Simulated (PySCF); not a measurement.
# Cl3HOTi: the cost of one run

Program: PySCF 2.14.0. Level of theory: levels as typed in each script, gas phase, geometry from GFN2-xTB. These are calculated values, not measurements.

## Step 1: Where the work starts

6 atoms, charge 0, spin multiplicity 1.

Bond lengths: O1–Ti2 1.667 Å, O1–H6 0.959 Å, Ti2–Cl3 2.126 Å, Ti2–Cl4 2.127 Å, Ti2–Cl5 2.126 Å. Angles: Ti2–O1–H6 179.9°, O1–Ti2–Cl3 114.8°, O1–Ti2–Cl4 114.8°, O1–Ti2–Cl5 114.7°, Cl3–Ti2–Cl4 103.7°, Cl3–Ti2–Cl5 103.7°, Cl4–Ti2–Cl5 103.7°.

Geometry (Å):

```
O    -0.0045   -0.0013   -2.0260
Ti   -0.0004    0.0000   -0.3592
Cl    0.7305    1.7882    0.5297
Cl    1.1849   -1.5254    0.5302
Cl   -1.9123   -0.2621    0.5339
H    -0.0076   -0.0014   -2.9853
```

## Step 2: Removing and adding an electron (PBE/def2-tzvp)

File input.py:

```python
import numpy as np
from pyscf import gto, scf, dft
from pyscf.scf import atom_ks, atom_hf
from scipy.linalg import block_diag

def solve(mol, dm0=None, hcore=None):
    mf = (dft.UKS if mol.spin else dft.RKS)(mol, xc='pbe')
    mf.grids.level = 3
    mf = mf.density_fit(auxbasis='def2-universal-jkfit')
    mf.conv_tol, mf.max_cycle = 1e-8, 80
    if hcore is not None:
        mf.get_hcore = lambda *args: hcore
    mf.kernel(dm0)
    if not mf.converged:
        mf = mf.newton().run(mf.mo_coeff, mf.mo_occ, max_cycle=30)
    assert mf.converged, 'SCF not converged'
    return mf

mol = gto.M(atom='''
O     -0.00451    -0.00134    -2.02598
Ti    -0.00039     0.00004    -0.35924
Cl     0.73045     1.78820     0.52974
Cl     1.18492    -1.52541     0.53023
Cl    -1.91230    -0.26214     0.53394
H     -0.00765    -0.00139    -2.98531
''', basis='def2-tzvp', charge=0, spin=0, verbose=4)
mf = solve(mol)
out = dict(e0=mf.e_tot, dm0=mf.make_rdm1(), c=mf.mo_coeff, occ=mf.mo_occ, eps=mf.mo_energy)
for name, dq, spin in [('cation', 1, 1), ('anion', -1, 1)]:
    ion = mol.copy().set(charge=mol.charge + dq, spin=spin).build()
    mi = solve(ion)
    if spin and dq > 0 and mol.nao < 130:
        c, _, stable, _ = mi.stability(return_status=True)
        if not stable:
            mi = solve(ion, mi.make_rdm1(c, mi.mo_occ))
    print(name, 'vertical energy change / eV', (mi.e_tot - mf.e_tot) * 27.211386)
    out.update({'e_' + name: mi.e_tot, 'dm_' + name: mi.make_rdm1(), 's2_' + name: mi.spin_square()[0], 'eps_' + name: mi.mo_energy, 'occ_' + name: mi.mo_occ})
# spherically averaged free atoms, for the promolecule
atm = atom_ks.get_atm_nrks(mol, xc='pbe')
pro = block_diag(*[(atm[a[0]][2] * atm[a[0]][3]) @ atm[a[0]][2].T for a in mol._atom])
np.savez('result.npz', pro=pro, **out)
```

The run is started by

```console
$ OMP_NUM_THREADS=1 python input.py
```

**Question.** How long does this run take on 1 thread of Arm Neoverse V2, shared host, and how much memory does it need?

About 3.3 min, with a peak of 0.69 GiB.
